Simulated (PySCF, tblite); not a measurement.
# C6H11N3S: geometry, infrared bands and NMR shifts

What infrared bands and NMR shifts should C6H11N3S (`CCn1nc(C)c(SC)n1`) show?

Computed with tblite 0.8.0 and PySCF 2.14.0, with density-fitted response routines of our own, on a single molecule in the gas phase. Atoms are numbered from 0 throughout.

### Step 1. Starting geometry

21 atoms, charge 0, multiplicity 1; geometry from: force field or distance geometry start.

Bonds of the start (Å): C0–C1 1.52, C1–N2 1.46, N2–N3 1.36, N3–C4 1.34, C4–C5 1.48, C4–C6 1.41, C6–S7 1.75, S7–C8 1.81, C6–N9 1.34, N9–N2 1.33, C0–H10 1.09, C0–H11 1.10, C0–H12 1.10, C1–H13 1.10, C1–H14 1.09, C5–H15 1.09, C5–H16 1.10, C5–H17 1.10, C8–H18 1.10, C8–H19 1.09, C8–H20 1.08.

### Step 2. Geometry optimisation with GFN2-xTB

The job: settings as JSON, then the geometry in Å.

```
{"job": {"kind": "relax", "xc": "GFN2-xTB", "basis": "xTB"}, "charge": 0, "multiplicity": 1}
C     -2.879200    -0.822400     0.879800
C     -2.188700    -0.813500    -0.473500
N     -0.909000    -0.118100    -0.410100
N     -0.848700     1.214000    -0.679400
C      0.461800     1.442000    -0.497300
C      1.021600     2.797800    -0.691600
C      1.110900     0.240900    -0.155500
S      2.815800     0.033700     0.175100
C      2.896700    -1.736700     0.553400
N      0.217200    -0.758300    -0.089500
H     -2.277500    -1.307800     1.645000
H     -3.098800     0.198200     1.220400
H     -3.843700    -1.355400     0.821800
H     -1.977400    -1.842600    -0.799100
H     -2.807200    -0.324300    -1.223300
H      0.249300     3.522700    -0.952700
H      1.498000     3.151100     0.238900
H      1.779500     2.790600    -1.482400
H      2.277800    -1.968900     1.431600
H      2.568600    -2.330900    -0.295700
H      3.924200    -1.994800     0.783300
```

The run is started by

```
> OMP_NUM_THREADS=1 python probes_run.py task.json out
```

The driver reads the jobs from task.json and runs them one after another.

**Question.** This job is followed by: GFN2-xTB harmonic vibrations, gas phase; GIAO PBE0/pcSseg-1 NMR shielding, non-relativistic, gas phase. Predict these results of the whole session: strongest single infrared mode (GFN2-xTB); zero-point energy (GFN2-xTB); 13C shifts against TMS (PBE0/pcSseg-1); 1H shifts against TMS (PBE0/pcSseg-1, means over atoms taken as alike); 15N shifts against NH3 (PBE0/pcSseg-1); 33S shifts against CS2 (PBE0/pcSseg-1); surface potential, 1st and 99th percentile.

The runs gave:

| quantity | value |
| --- | --- |
| strongest single infrared mode (GFN2-xTB) | 986 cm⁻¹, 79 km/mol |
| zero-point energy (GFN2-xTB) | 105.5 kcal/mol |
| 13C shifts against TMS (PBE0/pcSseg-1) | 149.5, 143.5, 51.2, 19.4, 19.3, 12.1 ppm |
| 1H shifts against TMS (PBE0/pcSseg-1, means over atoms taken as alike) | 4.32, 2.57, 2.36, 1.38 ppm |
| 15N shifts against NH3 (PBE0/pcSseg-1) | 362.1, 347.4, 273.0 ppm |
| 33S shifts against CS2 (PBE0/pcSseg-1) | -42 ppm |
| surface potential, 1st and 99th percentile | -1.32 V and 0.89 V |

What this shows: The optimisation took 51 steps and gained 0.232 eV; among the close pairs (by a distance rule), N2–N3 changed most, from 1.360 to 1.313 Å. No mode is imaginary among the 57: a minimum at this level. The strongest single mode, at 986 cm⁻¹, has its largest shares on H12, N9, H15 and C0 (the list is cut at 4 atoms). Unscaled tight-binding wavenumbers are off by several per cent, some by more. Its intensities can rank the bands wrongly. The most deshielded hydrogen is H13, H14 (mean) (hydrogen on an sp3 CH2 bonded to N), at 4.32 ppm: its carbon carries N, hence the downfield position. NICS(1)zz of -29 ppm above the planar ring from N2 marks a diatropic (aromatic) ring current.
